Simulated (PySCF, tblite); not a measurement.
**C3H9NO2Si2: geometry, infrared bands and NMR shifts**

Wanted: the infrared bands and NMR shifts of C3H9NO2Si2 (`[H]/N=C\C(=C)O[SiH2]O[SiH3]`), by calculation.

Programs: tblite 0.8.0 and PySCF 2.14.0, with density-fitted response routines of our own. Each step states its level of theory. These are calculated values for one molecule in the gas phase, unless marked as measured. Atoms count from 0, in the outputs and in this text.

## Step 1: The starting structure

17 atoms, charge 0, multiplicity 1; geometry from: force field or distance geometry start.

Bonds of the start (Å): C0–C1 1.33, C1–C2 1.47, C2–N3 1.28, C1–O4 1.38, O4–Si5 1.71, Si5–O6 1.70, O6–Si7 1.71, C0–H8 1.08, C0–H9 1.08, C2–H10 1.11, N3–H11 1.05, Si5–H12 1.48, Si5–H13 1.48, Si7–H14 1.49, Si7–H15 1.47, Si7–H16 1.48.

## Step 2: Relaxing the molecule with GFN2-xTB

Job settings and geometry (Å):

```
{"job": {"kind": "relax", "xc": "GFN2-xTB", "basis": "xTB"}, "charge": 0, "multiplicity": 1}
C     -2.185100     1.637600     0.059100
C     -1.686500     0.405200    -0.055900
C     -2.654900    -0.682900     0.129800
N     -2.344000    -1.919400     0.047200
O     -0.347400     0.175000    -0.288600
Si     0.768500    -0.576100     0.760900
O      2.016300     0.438800     1.307200
Si     3.404600     0.447400     0.312000
H     -3.232400     1.804500     0.256300
H     -1.482200     2.442200    -0.061300
H     -3.722600    -0.442700     0.322800
H     -1.348000    -2.185100    -0.130200
H      1.404900    -1.711800     0.054000
H      0.113100    -1.161200     1.950400
H      3.322900     1.686700    -0.510500
H      4.644900     0.362500     1.096800
H      3.321000    -0.708600    -0.610300
```

Command:

```sh
$ OMP_NUM_THREADS=1 python probes_run.py task.json out
```

One launch serves the whole session: the jobs run in the order shown.

**Question.** This job is followed by: GFN2-xTB harmonic vibrations, gas phase; GIAO PBE0/pcSseg-1 NMR shielding, non-relativistic, gas phase. Predict these results of the whole session: strongest single infrared mode (GFN2-xTB); zero-point energy (GFN2-xTB); ¹³C shifts against TMS (PBE0/pcSseg-1); ¹H shifts against TMS (PBE0/pcSseg-1, means over atoms taken as alike); ¹⁵N shifts against NH3 (PBE0/pcSseg-1); ¹⁷O shifts against H2O (PBE0/pcSseg-1); ²⁹Si shifts against TMS (PBE0/pcSseg-1).

The runs gave:

| quantity | value |
| --- | --- |
| strongest single infrared mode (GFN2-xTB) | 795 cm⁻¹, 827 km/mol |
| zero-point energy (GFN2-xTB) | 70.0 kcal/mol |
| ¹³C shifts against TMS (PBE0/pcSseg-1) | 167.5, 160.2, 114.6 ppm |
| ¹H shifts against TMS (PBE0/pcSseg-1, means over atoms taken as alike) | 10.30, 7.90, 5.53, 5.34, 5.25, 5.09 ppm |
| ¹⁵N shifts against NH3 (PBE0/pcSseg-1) | 335.5 ppm |
| ¹⁷O shifts against H2O (PBE0/pcSseg-1) | 116.7, 38.7 ppm |
| ²⁹Si shifts against TMS (PBE0/pcSseg-1) | -45.2, -52.4 ppm |

The optimisation took 111 steps and gained 1.006 eV; among the close pairs (by a distance rule), Si5–O6 changed most, from 1.699 to 1.606 Å. The lowest mode is imaginary (23i cm⁻¹), so the xTB geometry is not a minimum. The strongest single mode, at 795 cm⁻¹, is carried by H13, H12, H16, H14. GFN2-xTB is a fitted tight-binding method: band positions and strengths are rough. Its intensities can rank the bands wrongly. At PBE0/pcSseg-1: Shielding is most anisotropic at N3 (span 629 ppm, paramagnetic term -393 ppm).
